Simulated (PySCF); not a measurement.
**ErH3(H2O): other functionals and bases at one geometry**

Aim: see how levels, charges and forces of ErH3(H2O) depend on the level of theory. It is a constructed species; whether it can be made isn't addressed.

Method: several levels, as the steps say, no spin–orbit coupling; program: PySCF 2.14.0.

1 further run of the same task is left out (for a known fault of the program).

## 1. The system as given

7 atoms, charge 0, spin multiplicity 1.

Bond lengths: Er1–H2 2.017 Å, Er1–H3 2.002 Å, Er1–H4 2.005 Å, Er1–O5 2.342 Å, O5–H6 0.970 Å, O5–H7 0.966 Å. Angles: H2–Er1–H3 118.7°, H2–Er1–H4 117.8°, H2–Er1–O5 82.4°, H3–Er1–H4 118.1°, H3–Er1–O5 112.9°, H4–Er1–O5 97.4°, Er1–O5–H6 109.0°, Er1–O5–H7 128.9°, H6–O5–H7 107.7°.

As a file:

```xyz
7

Er    0.1209   -0.1416    0.1311
H     0.7969    1.6260    0.8289
H    -0.9789   -1.2954    1.3426
H     1.1669   -1.0340   -1.3289
O    -1.1787    1.2479   -1.2344
H    -0.9546    2.1734   -1.0471
H    -1.3550    1.1741   -2.1817
```

Formal oxidation states: Er +3. Each metal's 11 4f electrons lie in its core potential, so multiplicities, spins and levels count the valence alone. An earlier session relaxed this geometry at PBE0, Er lcecp-1-SVP with ECP57, H def2-SVP, O def2-SVP (singlet, point group C1).

At PBE0 on the finer grid: E = -116.268025 Eh, HOMO -6.38 eV, LUMO -0.69 eV, Mulliken charge on Er1 +0.55 e, largest force component 0.008 eV/Å. 

Levels to run: r2SCAN; revPBE; PBE0, TZVP. Hardware: 2 threads of Arm Neoverse V2, shared host.

## 2. r2SCAN

Input file run.py (the lines that set the calculation):

```python
mol = gto.M(atom='''
Er     0.12094    -0.14155     0.13108
H      0.79686     1.62605     0.82886
H     -0.97894    -1.29545     1.34258
H      1.16686    -1.03397    -1.32891
O     -1.17867     1.24787    -1.23437
H     -0.95465     2.17340    -1.04712
H     -1.35501     1.17408    -2.18166''',
    basis={'Er': 'lcecp-1-SVP', 'H': 'def2-SVP', 'O': 'def2-SVP'},
    ecp={'Er': 'lcecp-1-SVP'},
    charge=0, spin=0)
mf = dft.RKS(mol, xc='R2SCAN')
mf.grids.atom_grid = (75, 302)  # f atoms: unpruned, at least (60, 302)
mf = mf.density_fit()  # fitting sets: Er AutoAux, H def2-universal-JKFIT, O def2-universal-JKFIT
mf.conv_tol = 1e-08; mf.max_cycle = 55
mf.kernel(dm0)  # dm0: the density of the relaxed state
```

Launch:

```sh
> OMP_NUM_THREADS=2 python run.py
```

## 3. revPBE

run.py (the lines that set the calculation), as its differences from that of step 2:

```diff
@@ -11,3 +11,3 @@
     charge=0, spin=0)
-mf = dft.RKS(mol, xc='R2SCAN')
+mf = dft.RKS(mol, xc='PBE_R,PBE')
 mf.grids.atom_grid = (75, 302)  # f atoms: unpruned, at least (60, 302)
```

## 4. PBE0, TZVP

Basis: Er lcecp-1-TZVP with ECP57, H def2-TZVP, O def2-TZVP. 

Input file run.py (the lines that set the calculation):

```python
mol = gto.M(atom='''
Er     0.12094    -0.14155     0.13108
H      0.79686     1.62605     0.82886
H     -0.97894    -1.29545     1.34258
H      1.16686    -1.03397    -1.32891
O     -1.17867     1.24787    -1.23437
H     -0.95465     2.17340    -1.04712
H     -1.35501     1.17408    -2.18166''',
    basis={'Er': 'lcecp-1-TZVP', 'H': 'def2-TZVP', 'O': 'def2-TZVP'},
    ecp={'Er': 'lcecp-1-TZVP'},
    charge=0, spin=0)
mf = dft.RKS(mol, xc='PBE0')
mf.grids.atom_grid = (75, 302)  # f atoms: unpruned, at least (60, 302)
mf = mf.density_fit()  # fitting sets: Er AutoAux, H def2-universal-JKFIT, O def2-universal-JKFIT
mf.conv_tol = 1e-08; mf.max_cycle = 55
mf.kernel(dm0)  # dm0: free metal ions and neutral atoms
```

Before running it: what results should come out? Wanted: for each run, HOMO; gap; charge on Er1; dipole; largest force.

**Answer**, as computed:

| level | state | HOMO (eV) | gap (eV) | charge on Er1 (e) | dipole (D) | largest force (eV/Å) | basis functions | time |
| --- | --- | --- | --- | --- | --- | --- | --- | --- |
| PBE0 (relaxed here) | singlet | -6.38 | 5.70 | 0.55 | 5.33 | 0.01 | 72 | 7.6 s |
| r2SCAN | singlet | -5.44 | 4.31 | 0.55 | 5.32 | 0.16 | 72 | 4.8 s |
| revPBE | singlet | -5.13 | 3.66 | 0.41 | 5.25 | 0.52 | 72 | 3.2 s |
| PBE0, TZVP | singlet | -6.42 | 5.50 | 0.77 | 5.21 | 0.24 | 108 | 7.8 s |

Times are on 2 threads of Arm Neoverse V2, shared host; the first row also made further properties.

In one basis the HOMO–LUMO gap runs from 3.66 eV (revPBE) to 5.70 eV (PBE0). The largest leftover force, 0.52 eV/Å with revPBE, stands at a geometry relaxed at another level. The Mulliken charge on Er spans +0.41 to +0.77 e over the levels. With 4f in the core, its levels are missing from HOMO and gap. Total energies of different levels can't be compared. Spin–orbit coupling is left out throughout.
